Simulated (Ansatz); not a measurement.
# CH5ClGe: the cost of one run

All numbers below are computed with Ansatz 0.2.0 (RKS PBE-D4/def2-SVP).

## 1. The system as given

Bond lengths: Ge1–H2 1.550 Å, Ge1–H3 1.550 Å, Ge1–C4 1.959 Å, C4–H5 1.110 Å, C4–H6 1.110 Å, C4–H7 1.110 Å, Ge1–Cl8 2.218 Å. Angles: H2–Ge1–H3 109.5°, H2–Ge1–C4 109.5°, H2–Ge1–Cl8 109.5°, H3–Ge1–C4 109.5°, H3–Ge1–Cl8 109.5°, C4–Ge1–Cl8 109.5°, Ge1–C4–H5 109.5°, Ge1–C4–H6 109.5°, Ge1–C4–H7 109.5°, H5–C4–H6 109.4°, H5–C4–H7 109.4°, H6–C4–H7 109.4°.

Structure file:

```xyz
8

Ge    0.0000    0.0000    0.0000
H     0.0000    0.0000    1.5500
H     1.4616    0.0000   -0.5162
C    -0.9232    1.5994   -0.6527
H    -1.9758    1.3458   -0.8971
H    -0.9048    2.3840    0.1322
H    -0.4128    1.9760   -1.5636
Cl   -1.0456   -1.8115   -0.7393
```

## 2. Relaxing the start

Input file input.yaml:

```yaml
crystal:
  periodic: [false, false, false]
  atoms:
    - { symbol: Ge, position_ang: [0.0, 0.0, 0.0] }
    - { symbol: H, position_ang: [0.0, 0.0, 1.55] }
    - { symbol: H, position_ang: [1.4616, 0.0, -0.5162] }
    - { symbol: C, position_ang: [-0.9232, 1.5994, -0.6527] }
    - { symbol: H, position_ang: [-1.9758, 1.3458, -0.8971] }
    - { symbol: H, position_ang: [-0.9048, 2.384, 0.1322] }
    - { symbol: H, position_ang: [-0.4128, 1.976, -1.5636] }
    - { symbol: Cl, position_ang: [-1.0456, -1.8115, -0.7393] }
basis:
  gaussian: { orbitals: def2-SVP }
hamiltonian:
  xc: pbe
  dispersion: d4
relax:
  f_tol: 0.02
  max_steps: 40
```

Started as:

```
$ ansatz run input.yaml --threads 1 --pin off --max-ram 2048MiB --backend cpu --events-out ev --progress --plain --runs-dir out
```

Q: Estimate wall time and peak memory on 1 thread of Arm Neoverse V2, shared host.

About 27 s, with a peak of 0.12 GiB.
